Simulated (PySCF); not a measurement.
# C2H6Te (TeMe2): the cost of one run

Programs: PySCF 2.14.0, with routines of our own; each step states its level. All values are computed. Atoms count from 0.

5 further runs of the same task are left out: 3 for a basis unfit for spin-orbit shieldings, 2 for a known fault of the program.

## (1) The system as given

9 atoms, charge 0, multiplicity 1; geometry from: GFN2-xTB.

## (2) Geometry optimisation at PBE0-D3(BJ)/def2-SVP

What the job is given:

```
{"job": {"xc": "PBE0", "basis": "def2-SVP", "d3": "d3bj", "grid": 1, "maxiter": 30, "shake": 0.03, "kind": "geom"}, "charge": 0, "multiplicity": 1}
Te     0.066780    -0.067750    -1.478880
C      1.542940    -0.030310     0.004070
H      1.424520    -0.918530     0.589660
H      1.578760     0.863210     0.634360
H      2.508110    -0.025890    -0.524410
C     -1.572720     0.032460    -0.011470
H     -1.472660     0.907030     0.603080
H     -1.422620    -0.838980     0.613470
H     -2.520370     0.009330    -0.455540
```

Run with:

```sh
> OMP_NUM_THREADS=1 python heavy_run.py task.json out
```

The driver reads the jobs from task.json and runs them one after another.

**Question.** How long does this first job take on 1 thread of Arm Neoverse N1, shared host, and how much memory does it need?

About 22 s, with a peak of 0.32 GiB.
